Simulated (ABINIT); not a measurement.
B2P, 3 atoms in the cell. The structure is trigonal, space group R-3m (No. 166). Conventional cell: a = 3.030 Å, b = 3.030 Å, c = 11.775 Å, α = 90.00°, β = 90.00°, γ = 120.00°. B (site symmetry 3m) has 1 B at 1.66 Å as nearest neighbours. P (site symmetry -3m) has 6 B at 2.08 Å as nearest neighbours. The cell was built by a generator and needn't be a form met in nature.

* Program: ABINIT 10.8.3 (patched build)
* Task: optical spectrum
* Functional: PBEsol
* Potentials or basis: PseudoDojo NC SR PBEsol v0.4.1 standard
* Cutoff: 1034 eV
* k mesh: 12 × 12 × 12
* Occupations: fermi-dirac, width 0.05 eV
* Spin: no spin polarisation
* Bands in the sums: 12
* Broadening (eV): 0.05
* Scissor shift (eV): 0
* Tensor components: [11, 33]

Potentials or basis: PseudoDojo NC SR PBEsol v0.4.1 standard.

Run with:

```sh
$ abinit run.abi > log 2>&1
$ optic optic.abi > optic.log 2>&1
```

Hardware: 1 thread of Arm Neoverse V2, with other jobs on the host.

Problem. Estimate the wall time of this run.

Solution. Run time: 6.2 min on 1 thread of Arm Neoverse V2, with other jobs on the host, peak memory 1.1 GiB. Counts: scf iterations 9, mpi ranks 1, k points 189, bands 10, plane waves 2378.
